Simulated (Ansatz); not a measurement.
# HfSi3 (AuCu3 type): equation of state and elastic constants

An exercise on one series of results from a longer session: the logs are not shown, and one member is left open.

Method: DFT PBEsol, scalar-relativistic, plane waves, PAW, in Ansatz 0.2.0.

### The starting structure

The structure is cubic, space group Pm-3m (No. 221). Conventional cell: a = 3.930 Å, b = 3.930 Å, c = 3.930 Å, α = 90.00°, β = 90.00°, γ = 90.00°. Hf (site symmetry m-3m) has 12 Si at 2.78 Å as nearest neighbours. Si (site symmetry 4/mmm) has 4 Hf at 2.78 Å and 8 Si at 2.78 Å as nearest neighbours.

Coordinates:

```xyz
4
Lattice="3.9300 0.0000 0.0000 0.0000 3.9300 0.0000 0.0000 0.0000 3.9300" Properties=species:S:1:pos:R:3 pbc="T T T"
Hf    0.0000    0.0000    0.0000
Si    0.0000    1.9650    1.9650
Si    1.9650    1.9650    0.0000
Si    1.9650    0.0000    1.9650
```

This cell comes from an earlier session at PBEsol: 15.175 Å³/atom at 0.09 GPa, on a 8×8×8 mesh.

Volume factors to run: 0.980, 1.020, 0.960, 1.040.

Set-up of the first run:

The input, input.yaml:

```yaml
crystal:
  lattice:
    - [3.9036290991, 0.0, 0.0]
    - [0.0, 3.9036290991, 0.0]
    - [0.0, 0.0, 3.9036290991]
  atoms:
    - { symbol: Hf, position: [0.0, 0.0, 0.0] }
    - { symbol: Si, position: [0.0, 0.5, 0.5] }
    - { symbol: Si, position: [0.5, 0.5, 0.0] }
    - { symbol: Si, position: [0.5, 0.0, 0.5] }
basis:
  ecutwfc: 420
  ecutrho_ratio: 4
kpoints:
  mp_grid: { grid: [8, 8, 8] }
hamiltonian:
  xc: pbesol
scf:
  occupations: { method: gaussian, width: 0.05 }
output:
  forces: true
  stress: true
  eigenvalues: true
```

Steps of the session up to this table: Volume × 0.980; At 1.020 of the relaxed volume; Scaling the volume by 0.960; At 1.040 of the relaxed volume.

One table of the session follows, with a row left open; its other results are not shown here.

| volume (Å³/atom) | energy (meV/atom) | pressure (GPa) |
| --- | --- | --- |
| 14.568 | 10.63 | 5.72 |
| 14.871 | ? | ? |
| 15.175 | 0.00 | 0.09 |
| 15.478 | 2.22 | -2.28 |
| 15.782 | 8.65 | -4.35 |

Estimate the missing values for volume (Å³/atom) = 14.871.

Worked estimate for «energy (meV/atom)». A straight line through the neighbours (14.568, 10.63) and (15.175, 0.00) gives 10.63 + (0.00 − 10.63) × (14.871 − 14.568) / (15.175 − 14.568) = 5.32; a parabola fitted to 3 rows on both sides gives 2.81.

**Answer.** energy (meV/atom): 2.63; pressure (GPa): 2.76. In «energy (meV/atom)» the line misses by +2.69 and the parabola by +0.18.

volume (Å³/atom), energy (meV/atom) and a bar:
```
    14.57       10.6 ##############################
    14.87        2.6 #######
    15.17        0.0 
    15.48        2.2 ######
    15.78        8.6 ########################
```

Caveats from the session: Spin–orbit coupling is left out, though the cell holds Hf; in elements this heavy it can shift levels and gaps by tenths of an eV.
